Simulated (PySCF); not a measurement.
# F6Nd ([NdF6]3-): the cost of one run

Programs: PySCF 2.14.0, with routines of our own; each step states its level. All values are computed. Atoms count from 0.

## 1. The starting structure

7 atoms, charge -3, states of the metal's open shell are computed; geometry from: model geometry, bond lengths from ionic radii.

## 2. Ligand-field states: state-averaged CASSCF in water

What the job is given:

```
{"job": {"kind": "lf", "basis": {"metal": "x2c-TZVPall", "ligand": "x2c-SVPall"}, "nevpt": false, "solvent": "water"}, "charge": -3, "metal": "Nd", "open_shell": "f3"}
Nd     0.000000     0.000000     0.000000
F      0.000000     0.000000     2.283000
F      0.000000     0.000000    -2.283000
F      2.283000     0.000000     0.000000
F     -2.283000     0.000000     0.000000
F      0.000000     2.283000     0.000000
F     -0.000000    -2.283000     0.000000
```

Method: state-averaged CASSCF of the metal f shell, state-interaction spin-orbit coupling.

Command:

```sh
> OMP_NUM_THREADS=1 python lf_run.py task.json out
```

The driver reads the jobs from task.json and runs them one after another.

Q: Estimate the wall time and peak memory of this first job on 1 thread of Arm Neoverse V1, shared host.

About 36 s, with a peak of 0.55 GiB.
